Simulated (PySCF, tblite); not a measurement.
# C5H11OP: geometry, infrared bands and NMR shifts

What infrared bands and NMR shifts should C5H11OP (`C=CCP(C)(C)=O`) show?

Computed with tblite 0.8.0 and PySCF 2.14.0, with density-fitted response routines of our own, on a single molecule in the gas phase. Atoms are numbered from 0 throughout.

### 1 The starting structure

18 atoms, charge 0, multiplicity 1; geometry from: force field or distance geometry start.

Bonds of the start (Å): C0–C1 1.35, C1–C2 1.49, C2–P3 1.82, P3–C4 1.83, P3–C5 1.80, P3–O6 1.53, C0–H7 1.09, C0–H8 1.08, C1–H9 1.12, C2–H10 1.11, C2–H11 1.11, C4–H12 1.13, C4–H13 1.12, C4–H14 1.10, C5–H15 1.13, C5–H16 1.12, C5–H17 1.10.

### 2 Relaxing the molecule with GFN2-xTB

What the job is given:

```
{"job": {"kind": "relax", "xc": "GFN2-xTB", "basis": "xTB"}, "charge": 0, "multiplicity": 1}
C      2.796500     0.262100    -0.124600
C      1.658700    -0.435900     0.049500
C      0.782400    -0.664900    -1.129800
P     -0.883600     0.029100    -0.910600
C     -2.027800    -1.149000    -0.113900
C     -0.914800     1.594400    -0.024100
O     -1.440700     0.300600    -2.304100
H      3.436700     0.428800     0.742200
H      3.078400     0.672100    -1.084500
H      1.394700    -0.846500     1.052300
H      1.266100    -0.193100    -2.006900
H      0.680000    -1.756900    -1.308100
H     -3.056900    -0.747800    -0.359900
H     -1.990700    -1.091500     1.000400
H     -1.915400    -2.177500    -0.482400
H     -1.534600     1.462400     0.912800
H      0.102000     1.994400     0.210000
H     -1.440000     2.325500    -0.659400
```

Launch:

```bash
> OMP_NUM_THREADS=1 python probes_run.py task.json out
```

The driver reads the jobs from task.json and runs them one after another.

**Question.** This job is followed by: GFN2-xTB harmonic vibrations, gas phase; GIAO PBE0/pcSseg-1 NMR shielding, non-relativistic, gas phase. Predict these results of the whole session: strongest single infrared mode (GFN2-xTB); zero-point energy (GFN2-xTB); 13C shifts against TMS (PBE0/pcSseg-1, means over atoms taken as alike); 1H shifts against TMS (PBE0/pcSseg-1, means over atoms taken as alike); 31P shifts against H3PO4 (PBE0/pcSseg-1); 17O shifts against H2O (PBE0/pcSseg-1).

The runs gave:

| quantity | value |
| --- | --- |
| strongest single infrared mode (GFN2-xTB) | 1262 cm⁻¹, 285 km/mol |
| zero-point energy (GFN2-xTB) | 92.0 kcal/mol |
| 13C shifts against TMS (PBE0/pcSseg-1, means over atoms taken as alike) | 140.3, 125.4, 46.0, 17.3 ppm |
| 1H shifts against TMS (PBE0/pcSseg-1, means over atoms taken as alike) | 5.94, 5.41, 5.35, 2.72, 1.24 ppm |
| 31P shifts against H3PO4 (PBE0/pcSseg-1) | 11.7 ppm |
| 17O shifts against H2O (PBE0/pcSseg-1) | 112.5 ppm |

**Reading.** The optimisation took 163 steps and gained 0.635 eV; among the close pairs (by a distance rule), P3–O6 changed most, from 1.525 to 1.469 Å. No mode is imaginary among the 48: a minimum at this level. The strongest single mode, at 1262 cm⁻¹, moves mainly O6 and P3. Unscaled tight-binding wavenumbers are off by several per cent, some by more. Its intensities can rank the bands wrongly. The most deshielded carbon is C1 (alkene CH), at 140.3 ppm: as expected for a trigonal carbon in a double bond. The most deshielded hydrogen is H9 (hydrogen on an alkene CH), at 5.94 ppm: olefinic region.
